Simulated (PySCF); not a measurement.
**RuCl₂⁺: relaxation and vibrations of the sextet**

The task is one start of a wider search on RuCl₂⁺: the sextet, from a linear start. It is relaxed, tested by its Hessian and followed downhill if it is a saddle.

The runs use PySCF 2.14.0; PBE0, basis Ru def2-TZVP with ECP28, Cl def2-TZVP, scalar-relativistic core potentials, no spin–orbit coupling, density fitting.

## Step 1: The starting structure

3 atoms, charge 1, spin multiplicity 6.

Bond lengths: Ru1–Cl2 2.195 Å, Ru1–Cl3 2.195 Å. Angles: Cl2–Ru1–Cl3 180.0°.

```xyz
3
charge 1 multiplicity 6
Ru    0.0000    0.0000    0.0000
Cl    0.0000    0.0000    2.1952
Cl    0.0000    0.0000   -2.1952
```

## Step 2: Finding the electronic state

One driver script runs all steps and calls PySCF; scf.py shows how it sets up the SCF of each step. The optimiser is the driver's own. After this first run the driver tries any further starts and a stability analysis.

The input, scf.py:

```python
from pyscf import gto, scf, dft
mol = gto.M(atom='''
Ru     0.000000     0.000000     0.000000
Cl     0.000000     0.000000     2.195200
Cl     0.000000     0.000000    -2.195200''',
    basis={'Ru': 'def2-TZVP', 'Cl': 'def2-TZVP'},
    ecp={'Ru': 'def2-TZVP'},
    charge=1, spin=5)
mf = dft.UKS(mol, xc='PBE0')
mf.grids.atom_grid = (50, 194)
aux = {'Ru': 'def2-universal-JKFIT', 'Cl': 'def2-universal-JKFIT'}
mf = mf.density_fit(auxbasis=aux)
mf.conv_tol = 1e-08
mf.diis_space = 10
mf.max_cycle = 60
mf.init_guess = 'minao'
mf.verbose = 4
mf.kernel()
```

Command:

```sh
OMP_NUM_THREADS=4 python axn.py task.json out
```

The program printed:

```text
init E= -1007.23715872785
[... the frontier-level lines of each cycle are left out ...]
cycle= 1 E= -1013.20533135324  delta_E= -5.97  |g|= 1.69  |ddm|= 3.08
cycle= 2 E= -1004.04209094447  delta_E= 9.16  |g|= 3.41  |ddm|= 4.85
cycle= 3 E= -1014.51908903714  delta_E= -10.5  |g|= 0.437  |ddm|= 4.68
cycle= 4 E= -1014.56985066213  delta_E= -0.0508  |g|= 0.514  |ddm|= 0.877
cycle= 5 E= -1014.6454450959  delta_E= -0.0756  |g|= 0.362  |ddm|= 0.178
cycle= 6 E= -1014.67784397969  delta_E= -0.0324  |g|= 0.256  |ddm|= 0.0991
cycle= 7 E= -1014.71123122126  delta_E= -0.0334  |g|= 0.0388  |ddm|=  0.2
cycle= 8 E= -1014.71194333796  delta_E= -0.000712  |g|= 0.0107  |ddm|= 0.0271
cycle= 9 E= -1014.71200469587  delta_E= -6.14e-05  |g|= 0.00316  |ddm|= 0.0123
cycle= 10 E= -1014.71201022462  delta_E= -5.53e-06  |g|= 0.00039  |ddm|= 0.0034
cycle= 11 E= -1014.71201059036  delta_E= -3.66e-07  |g|= 0.00013  |ddm|= 0.00092
cycle= 12 E= -1014.71201065527  delta_E= -6.49e-08  |g|= 8.57e-05  |ddm|= 0.000507
cycle= 13 E= -1014.71201066531  delta_E= -1e-08  |g|= 1.58e-05  |ddm|= 0.000184
cycle= 14 E= -1014.71201066589  delta_E= -5.84e-10  |g|= 2.27e-06  |ddm|= 5.73e-05
Extra cycle  E= -1014.71201066589  delta_E= 1.14e-12  |g|= 4.15e-06  |ddm|= 4.94e-06
converged SCF energy = -1014.71201066589  <S^2> = 8.7611639  2S+1 = 6.0037202
```

This step, with its further starts and checks, needed 12 s of wall time on 4 threads of Intel Xeon Platinum 8259CL at 2.50GHz (Skylake/Cascade Lake), shared host.

Energies from each starting density:

| start | energy (Eh) |
| --- | --- |
| the minimal-basis guess | -1014.712011 |
| a thermally smeared density | -1014.712011 |
| a smeared PBE density | -1014.712011 |

The test of internal stability and the other starts found no lower solution of this spin.

## Step 3: Relaxation: linear start, sextet

The program finds D∞h symmetry in the start, which this walk keeps. Threshold on the gradient: 0.0003 Eh/bohr, with a further test on the energy change.

scf.py, as its differences from that of step 2:

```diff
@@ -16 +15,0 @@
-mf.init_guess = 'minao'
```

Steps of the walk:

| step | energy (Eh) | change (kJ/mol) | largest symmetric gradient (Eh/bohr) |
| --- | --- | --- | --- |
| 0 | -1014.712011 | 0.00 | 0.00440 |
| 1 | -1014.712104 | -0.24 | 0.00037 |
| 2 | -1014.712105 | -0.25 | 0.00001 |

The walk took 6.3 s.

Positions (Å) and forces (eV/Å) along the way:

```
step 0
Ru   0.000   0.000   0.000   0.000   0.000   0.000
Cl   0.000   0.000   2.195   0.000   0.000  -0.226
Cl   0.000   0.000  -2.195   0.000   0.000   0.226
step 1
Ru   0.000   0.000   0.000   0.000   0.000   0.000
Cl   0.000   0.000   2.185   0.000   0.000  -0.019
Cl   0.000   0.000  -2.185   0.000   0.000   0.019
step 2
Ru   0.000   0.000   0.000   0.000   0.000   0.000
Cl   0.000   0.000   2.184   0.000   0.000   0.001
Cl   0.000   0.000  -2.184   0.000   0.000  -0.001
```

It settles in D∞h symmetry, 0.2 kJ/mol below the start, after 2 steps: Ru–Cl 2.184 Å (×2); Cl–Ru–Cl 180.0°.

## Step 4: Frequencies

The point is checked on the finer grid, and tightened if its gradient asks for it. The Hessian and the dipole derivatives come from central differences of analytic gradients, with steps of 0.02 bohr.

scf.py, as its differences from that of step 3:

```diff
@@ -3,3 +3,3 @@
-Ru     0.000000     0.000000     0.000000
-Cl     0.000000     0.000000     2.195200
-Cl     0.000000     0.000000    -2.195200''',
+Ru    -0.000000     0.000000    -0.000000
+Cl    -0.000000    -0.000000     2.183952
+Cl     0.000000     0.000000    -2.183952''',
@@ -10 +10 @@
-mf.grids.atom_grid = (50, 194)
+mf.grids.atom_grid = (75, 302)
@@ -13 +13 @@
-mf.conv_tol = 1e-08
+mf.conv_tol = 1e-10
```

This SCF starts from the last density.

Log of the central SCF (cycles and frontier levels):

```text
init E= -1014.71211369494
[... the frontier-level lines of each cycle are left out ...]
cycle= 1 E= -1014.71211369495  delta_E= -4.55e-13  |g|= 7.79e-07  |ddm|= 8.4e-07
Extra cycle  E= -1014.71211369494  delta_E= 3.64e-12  |g|= 2.06e-06  |ddm|= 2.12e-06
converged SCF energy = -1014.71211369494  <S^2> = 8.7610841  2S+1 = 6.0036936
```

The whole step took 27 s.

Geometry: D∞h; Ru–Cl 2.184 Å (×2); Cl–Ru–Cl 180.0°.

Harmonic modes (main isotopes):

| symmetry | ω (cm⁻¹) | IR (km/mol) |
| --- | --- | --- |
| πu | 70i | 15.0 |
| σg+ | 405 | 0.0 |
| σu+ | 490 | 92.1 |

With 2 modes imaginary (up to 70i cm⁻¹) this point is a saddle.

Constants and moments:

```
Dipole moment about the centre of mass                          : 0.00 D
Highest occupied level                                          : -14.81 eV
Lowest empty level                                              : -11.70 eV
Rotational constants                                            : 0.05054 cm⁻¹
Zero-point energy (real modes)                                  : 5.4 kJ/mol
Principal polarisabilities                                      : 32.8, 32.8, 122.3 bohr³
Principal traceless quadrupole moments about the centre of mass : -2.30, -2.30, 4.60 D Å
Spin squared ⟨S²⟩                                               : 8.761
```

Populations by atom (charges in e):

```
 atom  Mulliken  Löwdin  polar tensor  spin (Mulliken)  Mayer order to Ru1
  Ru1      1.12    0.52          1.63             4.08                   –
Cl2,3     -0.06    0.24         -0.31             0.46                1.28
```

Outer orbital energies (eV). α occupied: -18.93, -18.93, -16.23, -16.05, -16.05, -15.54, -14.81, -14.81; empty: -6.19, -5.91, -5.91, -3.15. β occupied: -28.96, -28.37, -18.38, -16.58, -16.58, -15.90, -15.01, -15.01; empty: -11.70, -11.70, -11.05, -11.05.

Mulliken populations on Ru1 (outside its core potential): s 2.55, p 6.27, d 6.05, f 0.01.

## Step 5: Leaving the saddle point

The atoms are moved a little along the softest imaginary mode and relaxed again.

The program finds C2v symmetry in the start, which this walk keeps. Threshold on the gradient: 0.0003 Eh/bohr, with a further test on the energy change.

scf.py, as its differences from that of step 4:

```diff
@@ -3,3 +3,3 @@
-Ru    -0.000000     0.000000    -0.000000
-Cl    -0.000000    -0.000000     2.183952
-Cl     0.000000     0.000000    -2.183952''',
+Ru    -0.151941    -0.079703     0.000000
+Cl     0.221389     0.116132     2.183952
+Cl     0.221389     0.116132    -2.183952''',
@@ -10 +10 @@
-mf.grids.atom_grid = (75, 302)
+mf.grids.atom_grid = (50, 194)
@@ -13 +13 @@
-mf.conv_tol = 1e-10
+mf.conv_tol = 1e-08
```

The optimiser's trace:

| step | energy (Eh) | change (kJ/mol) | largest symmetric gradient (Eh/bohr) |
| --- | --- | --- | --- |
| 0 | -1014.712488 | 0.00 | 0.01647 |
| 1 | -1014.714059 | -4.12 | 0.00285 |
| 2 | -1014.714333 | -4.84 | 0.00296 |
| 3 | -1014.714989 | -6.56 | 0.00318 |
| 4 | -1014.715320 | -7.44 | 0.00123 |
| 5 | -1014.715345 | -7.50 | 0.00210 |
| 6 | -1014.715386 | -7.61 | 0.00045 |
| 7 | -1014.715387 | -7.61 | 0.00033 |
| 8 | -1014.715387 | -7.61 | 0.00006 |

The walk took 24 s.

Positions (Å) and forces (eV/Å) along the way:

```
step 0
Ru  -0.152  -0.080   0.000   0.177   0.069   0.002
Cl   0.221   0.116   2.184  -0.089  -0.034  -0.848
Cl   0.221   0.116  -2.184  -0.088  -0.034   0.846
step 1
Ru  -0.161  -0.085   0.000  -0.079  -0.065   0.000
Cl   0.226   0.119   2.141   0.040   0.032  -0.147
Cl   0.226   0.119  -2.141   0.040   0.032   0.147
step 4
Ru  -0.321  -0.168   0.000  -0.060  -0.038   0.000
Cl   0.306   0.161   2.055   0.030   0.019   0.019
Cl   0.306   0.161  -2.055   0.030   0.019  -0.019
step 8
Ru  -0.363  -0.191   0.000   0.009  -0.011   0.000
Cl   0.327   0.172   2.030  -0.004   0.005  -0.003
Cl   0.327   0.172  -2.030  -0.004   0.005   0.003
```

After 8 steps and 7.6 kJ/mol it ends at C2v: Ru–Cl 2.174 Å (×2); Cl–Ru–Cl 138.0°.

## Step 6: Is it a minimum? Harmonic modes

As before: finer grid, then central differences.

scf.py, as its differences from that of step 5:

```diff
@@ -3,3 +3,3 @@
-Ru    -0.151941    -0.079703     0.000000
-Cl     0.221389     0.116132     2.183952
-Cl     0.221389     0.116132    -2.183952''',
+Ru    -0.280597    -0.147190    -0.000000
+Cl     0.409135     0.214617     2.029525
+Cl     0.409135     0.214617    -2.029525''',
@@ -10 +10 @@
-mf.grids.atom_grid = (50, 194)
+mf.grids.atom_grid = (75, 302)
@@ -13 +13 @@
-mf.conv_tol = 1e-08
+mf.conv_tol = 1e-10
```

SCF at the final geometry:

```text
init E= -1014.71543279443
[... the frontier-level lines of each cycle are left out ...]
cycle= 1 E= -1014.71543279402  delta_E= 4.03e-10  |g|= 2.95e-05  |ddm|= 3.96e-05
cycle= 2 E= -1014.71543279217  delta_E= 1.85e-09  |g|= 6.29e-05  |ddm|= 8.28e-05
cycle= 3 E= -1014.71543279453  delta_E= -2.35e-09  |g|= 7.12e-06  |ddm|= 5.62e-05
cycle= 4 E= -1014.71543279456  delta_E= -2.86e-11  |g|= 4.99e-07  |ddm|= 4.88e-06
Extra cycle  E= -1014.71543279455  delta_E= 3.87e-12  |g|= 1.13e-06  |ddm|= 1.12e-06
converged SCF energy = -1014.71543279455  <S^2> = 8.7618594  2S+1 = 6.0039518
```

The whole step needed 36 s of wall time on 4 threads of Intel Xeon Platinum 8259CL at 2.50GHz (Skylake/Cascade Lake), shared host.

Geometry: C2v; Ru–Cl 2.174 Å (×2); Cl–Ru–Cl 138.0°.

Harmonic modes (main isotopes):

| symmetry | ω (cm⁻¹) | IR (km/mol) | type |
| --- | --- | --- | --- |
| a1 | 69 | 2.9 | bend |
| a1 | 418 | 4.8 | stretch |
| b2 | 473 | 62.1 | stretch |

Every mode is real; the point is a minimum.

Properties at this point:

```
Dipole moment about the centre of mass                          : 1.79 D
Highest occupied level                                          : -14.38 eV
Lowest empty level                                              : -11.34 eV
Rotational constants                                            : 0.67, 0.05852, 0.05382 cm⁻¹
Zero-point energy                                               : 5.7 kJ/mol
Principal polarisabilities                                      : 31.7, 37.7, 105.4 bohr³
Principal traceless quadrupole moments about the centre of mass : -2.90, -1.29, 4.20 D Å
Entropy at 298.15 K and 1 bar (electronic part: spin only)      : 315.9 J/(mol K)
Heat capacity Cp at 298.15 K                                    : 53.0 J/(mol K)
Enthalpy at 298.15 K above 0 K                                  : 13.42 kJ/mol
Rotational symmetry number                                      : 2
Spin squared ⟨S²⟩                                               : 8.762
```

Charges (e) and bond orders:

```csv
atom,Mulliken,Löwdin,polar tensor,spin (Mulliken),Mayer order to Ru1
Ru1,1.15,0.46,1.46,3.94,–
"Cl2,3",-0.08,0.27,-0.23,0.53,1.38
```

Outer orbital energies (eV). α occupied: -18.52, -18.50, -16.40, -16.07, -15.98, -15.02, -14.91, -14.38; empty: -7.53, -5.78, -4.37, -3.23. β occupied: -28.84, -28.49, -17.96, -17.09, -16.29, -15.57, -15.40, -15.27; empty: -11.34, -11.31, -10.87, -10.61.

Mulliken populations on Ru1 (outside its core potential): s 2.45, p 6.26, d 6.14, f 0.01.

## Step 7: The points found, side by side

| spin | group | bonds | imaginary modes (cm⁻¹) | ΔE (kJ/mol) | with zero-point energy |
| --- | --- | --- | --- | --- | --- |
| sextet | C2v | Ru–Cl 2.174 Å (×2) | none | 0.0 | 0.0 |
| sextet | D∞h | Ru–Cl 2.184 Å (×2) | 70i, 70i | 8.7 | – |

## Step 8: Results

| quantity | value |
| --- | --- |
| minimum | sextet, C2v |
| geometry | Ru–Cl 2.174 Å (×2); Cl–Ru–Cl 138.0° |
| wavenumbers (cm⁻¹) | 69 (a1), 418 (a1), 473 (b2) |
| dipole moment (centre of mass) | 1.79 D |
| highest occupied, lowest empty level (either spin) | -14.38, -11.34 eV |
| polar-tensor charge of Ru1 | +1.46 e |
| zero-point energy | 5.7 kJ/mol |
| entropy at 298.15 K | 315.9 J/(mol K) |
| ⟨S²⟩ | 8.762 |

The linear start (D∞h) ends in a minimum of C2v symmetry, after a stop at a second-order saddle point 8.7 kJ/mol higher, from which it was pushed off along an imaginary mode. In the infrared the band at 473 cm⁻¹ (b2, stretch) leads. Most of the spin sits on Ru1 (Mulliken spin 3.94, against 5 for the whole molecule). Only this shape and spin were tried, so other structures or states may lie lower. Open d and f shells are described by one determinant, and the ground state may have another occupation or spin.

The search up to here took 1.8 min.
